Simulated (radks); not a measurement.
**Tl inside a hard spherical wall**

Aim: energy, levels and pressure of Tl as a wall, at which all orbitals vanish, closes in. The configuration stays [Hg] 6p1.

Program: radks (a radial shooting solver on a logarithmic mesh, Libxc functionals) version 1. Level of theory: scalar-relativistic Kohn-Sham, LDA (Slater exchange, Perdew-Wang correlation), spin-polarised, spherical densities, point nucleus; open shells are filled with parallel spins first. These are calculated values, not measurements, unless marked.

### 1 The atom as given

- element: thallium (Z = 81)
- charge: 0
- electrons: 81
- configuration: [Hg] 6p1

Outer shells as boxes (Hund's rule):

Tl
```
[Hg] core
6p [↑ ][  ][  ]
```

### 2 The free atom

The run's settings:

```text
Z 81
configuration [Hg] 6p1 7s0 5f0 6d0
relativity scalar-relativistic
functional lda,pw
spin polarised
nucleus point
c 137.035999084
```

### 3 Wall at 10 bohr

Changes since step 2:

```diff
@@ -6,2 +6,3 @@
 nucleus point
+wall 10 bohr
 c 137.035999084
```

### 4 Wall at 7 bohr

Changes since step 3:

```diff
@@ -6,3 +6,3 @@
 nucleus point
-wall 10 bohr
+wall 7 bohr
 c 137.035999084
```

### 5 Wall at 6 bohr

Changes since step 4:

```diff
@@ -6,3 +6,3 @@
 nucleus point
-wall 7 bohr
+wall 6 bohr
 c 137.035999084
```

### 6 Wall at 5 bohr

Changes since step 5:

```diff
@@ -6,3 +6,3 @@
 nucleus point
-wall 6 bohr
+wall 5 bohr
 c 137.035999084
```

### 7 Wall at 4 bohr

Changes since step 6:

```diff
@@ -6,3 +6,3 @@
 nucleus point
-wall 5 bohr
+wall 4 bohr
 c 137.035999084
```

### 8 Wall at 3 bohr

Changes since step 7:

```diff
@@ -6,3 +6,3 @@
 nucleus point
-wall 4 bohr
+wall 3 bohr
 c 137.035999084
```

### 9 Wall at 2 bohr

Changes since step 8:

```diff
@@ -6,3 +6,3 @@
 nucleus point
-wall 3 bohr
+wall 2 bohr
 c 137.035999084
```

What does the calculation give? Wanted: for each run, R; E − E(free); ε(6p); ε(7s, empty); ε(6d, empty); ε(5f, empty); pressure.

**Answer**, as computed:

| R (bohr) | E − E(free) (eV) | ε(6p) (eV) | ε(7s, empty) (eV) | ε(6d, empty) (eV) | ε(5f, empty) (eV) | pressure (GPa) |
| --- | --- | --- | --- | --- | --- | --- |
| free | 0.000 | -2.772 | -0.484 | - | - | 0 |
| 10 | 0.030 | -2.680 | 0.512 | 2.020 | 4.594 | 0.0225 |
| 7 | 0.438 | -1.981 | 4.258 | 4.942 | 9.042 | 0.728 |
| 6 | 1.179 | -1.083 | 8.179 | 7.536 | 12.118 | 2.93 |
| 5 | 3.570 | 1.086 | 16.488 | 12.670 | 17.081 | 14.5 |
| 4 | 12.946 | 7.089 | 36.432 | 24.483 | 26.013 | 97.8 |
| 3 | 62.056 | 28.194 | 95.033 | 58.534 | 46.055 | 1041 |
| 2 | 475.61 | 139.24 | 339.50 | 200.23 | 116.01 | 24412 |

**Reading.** Eigenvalues are for spin up. At the tightest wall, 2 bohr, the energy stands 475.61 eV above the free atom and the pressure, −dE/dV, is 24412 GPa. Of the levels in the table that exist at both ends, 7s (empty) rises most from the free atom (339.98 eV). From R = 5 bohr inwards the highest occupied level lies above zero, pushed up by confinement. Shells are not refilled when levels cross, and a hard wall is a model, not a crystal.
